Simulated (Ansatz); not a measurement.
# B2H6OSi: the cost of one run

Program: Ansatz 0.2.0. Level of theory: RKS PBE0-D4/cc-pVDZ. These are calculated values, not measurements.

## (1) The starting structure

Bond lengths: B1–B2 1.591 Å, B2–Si3 1.931 Å, Si3–O4 1.674 Å, B1–H5 1.198 Å, B1–H6 1.249 Å, B2–H7 1.209 Å, Si3–H8 1.435 Å, Si3–H9 1.513 Å, O4–H10 1.061 Å. Angles: B1–B2–Si3 118.6°, B1–B2–H7 121.4°, Si3–B2–H7 120.1°, B2–B1–H5 123.9°, B2–B1–H6 121.1°, H5–B1–H6 115.0°, B2–Si3–O4 110.9°, B2–Si3–H8 109.9°, B2–Si3–H9 107.8°, O4–Si3–H8 114.0°, O4–Si3–H9 108.2°, H8–Si3–H9 105.7°, Si3–O4–H10 100.6°.

As a file:

```xyz
10

B    -0.9709    1.4524   -0.2087
B     0.4824    0.8740    0.0823
Si    0.6780   -1.0234    0.3832
O     0.2602   -1.8924   -0.9849
H    -1.9586    0.7770   -0.2675
H    -1.1521    2.6713   -0.4111
H     1.4514    1.5954    0.1160
H    -0.0448   -1.4075    1.5620
H     2.1348   -1.2945    0.6897
H    -0.7972   -1.8035   -0.9580
```

## (2) Relaxing end A

input.yaml reads:

```yaml
crystal:
  periodic: [false, false, false]
  atoms:
    - { symbol: B, position_ang: [-0.9709, 1.4524, -0.2087] }
    - { symbol: B, position_ang: [0.4824, 0.874, 0.0823] }
    - { symbol: Si, position_ang: [0.678, -1.0234, 0.3832] }
    - { symbol: O, position_ang: [0.2602, -1.8924, -0.9849] }
    - { symbol: H, position_ang: [-1.9586, 0.777, -0.2675] }
    - { symbol: H, position_ang: [-1.1521, 2.6713, -0.4111] }
    - { symbol: H, position_ang: [1.4514, 1.5954, 0.116] }
    - { symbol: H, position_ang: [-0.0448, -1.4075, 1.562] }
    - { symbol: H, position_ang: [2.1348, -1.2945, 0.6897] }
    - { symbol: H, position_ang: [-0.7972, -1.8035, -0.958] }
basis:
  gaussian: { orbitals: cc-pVDZ }
hamiltonian:
  xc: pbe0
  dispersion: d4
relax:
  f_tol: 0.015
  max_steps: 40
output:
  orbitals: {}
```

Command:

```bash
$ ansatz run input.yaml --threads 1 --pin off --max-ram 2048MiB --backend cpu --events-out ev --progress --plain --runs-dir out
```

**Question.** How long does this run take on 1 thread of Arm Neoverse V1, shared host, and how much memory does it need?

About 70 s, with a peak of 0.17 GiB.
